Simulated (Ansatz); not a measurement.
# Ni (Nickel): the cost of one run

Method: DFT LDA, with the methods named in each step, in Ansatz 0.2.0.

## (1) The structure to begin with

It takes space group Fm-3m (No. 225, cubic). The conventional cell has a = 3.524 Å, b = 3.524 Å, c = 3.524 Å, α = 90.00°, β = 90.00°, γ = 90.00°. Ni (site symmetry m-3m) has 12 Ni at 2.49 Å as nearest neighbours.

As a file:

```cif
data_structure
_symmetry_space_group_name_H-M 'P 1'
_symmetry_Int_Tables_number 1
_cell_length_a 2.4918
_cell_length_b 2.4918
_cell_length_c 2.4918
_cell_angle_alpha 60.000
_cell_angle_beta 60.000
_cell_angle_gamma 60.000
_cell_volume 10.94
loop_
_atom_site_label
_atom_site_type_symbol
_atom_site_fract_x
_atom_site_fract_y
_atom_site_fract_z
_atom_site_occupancy
Ni1 Ni 0.00000 0.00000 0.00000 1
```

## (2) Free moments, LAPW

input.yaml reads:

```yaml
crystal:
  lattice:
    - [0.0, 1.761935, 1.761935]
    - [1.761935, 0.0, 1.761935]
    - [1.761935, 1.761935, 0.0]
  atoms:
    - { symbol: Ni, position: [0.0, 0.0, 0.0], spin: 1.5 }
magnetization:
  spin_polarized: true
kpoints:
  mp_grid: { grid: [16, 16, 16] }
scf:
  occupations: { method: fermi_dirac, width: 0.1 }
hamiltonian:
  xc: lda
  pseudopotentials: { kind: all_electron, lapw: { basis_error: 0.0005 } }
output:
  forces: true
  stress: true
  eigenvalues: false
  populations: true
```

The run is started by

```
$ ansatz run input.yaml --threads 1 --pin off --max-ram 3072MiB --backend cpu --events-out ev --progress --plain --runs-dir out
```

What time and memory should one allow on 1 thread of Arm Neoverse V1, shared host?

About 23 s, with a peak of 0.42 GiB.
